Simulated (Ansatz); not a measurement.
## V3Os, space group Fm-3m: a fixed-spin-moment curve, step by step

With Ansatz 0.2.0, Python API.

Notebook, run cell by cell (the value of a cell's last expression is shown):

```python
from dataclasses import dataclass
import warnings

import ansatz as az


@dataclass(frozen=True)
class Options:
    width_ev: float = 0.1
    mesh: tuple[int, ...] = (7, 7, 7)


cfg = Options()
```

```python
warnings.simplefilter("ignore", az.DeckWarning)

cell = (
    az.Lattice.from_parameters(4.222296, 4.222296, 4.222296, alpha=60.0, beta=60.0, gamma=60.0)
    .atom("V", (0.25, 0.25, 0.25))
    .atom("V", (0.75, 0.75, 0.75))
    .atom("V", (0.5, 0.5, 0.5))
    .atom("Os", (0.0, 0.0, 0.0))
)

job = (
    cell.calculation()
    .basis(41 * az.Ry)
    .functional(az.Functional.LDA)
    .occupations(az.OccupationsMethod.FERMI_DIRAC, width=cfg.width_ev)
    .kpoints(mesh=cfg.mesh)
)
# a hard lock holds the total moment, with one Fermi level a spin
rows = []
for total in [0.0, 0.9, 1.8, 2.7, 3.6, 4.5, 5.4]:
    report = job.spin("collinear", total=total, lock="hard").run(threads=1, pin="off").report
    up, down = report["spin_fermi_energies_ev"]
    rows.append((total, report["free_energy_ev"], up - down, report["absolute_magnetization_mub"]))
reference = rows[0][1]
rows = [(m, 1000 * (e - reference), split, size) for m, e, split, size in rows]
print("     total muB    F - F(0) meV  EF up - down eV    absolute muB")
for row in rows:
    print(f"{str(row[0]):>14s}  {row[1]:14.2f}  {row[2]:15.4f}  {row[3]:14.3f}")
best = min(rows, key=lambda row: row[1])
print(f"lowest at {best[0]} muB per cell, {best[1]:.1f} meV against the first point")
```

    RunWarning: this spin-polarised run has no starting moment large enough to seed its density, and nothing else in its deck makes the two spin channels differ, so an SCF from that start keeps the magnetisation at zero until it first converges, unless a state found ahead of a linear-response series gives it moments [...]
         total muB    F - F(0) meV  EF up - down eV    absolute muB
               0.0            0.00           0.0000           0.000
               0.9          130.08           0.5345           0.900
               1.8          457.74           0.9068           1.800
               2.7          916.97           1.1106           2.700
               3.6         1448.55           1.2502           3.600
               4.5         2043.03           1.3935           4.500
               5.4         2701.55           1.5296           5.400
    lowest at 0.0 muB per cell, 0.0 meV against the first point

The lowest point lies at 0 μB a cell, the first of the scan; at 5.4 μB the energy is 2702 meV above the lowest.

The mesh is modest for a metal, so energies can be off by several to tens of meV an atom and pressures by half a GPa or more; differences at equal mesh fare better. Spin-orbit coupling, which matters for elements this heavy, is left out. This cell is a computed structure, which may not be the phase found in nature. Warnings are shown shortened and without file and line. Only points where the Fermi levels of the two spins meet (minima, maxima and zero moment) are free solutions; a shallow minimum can lie between the points. The script silences the warnings on its input, which a real study should read. Finished in 75 s on 1 thread of Arm Neoverse V2, with other jobs on the host, peak memory 0.53 GiB.
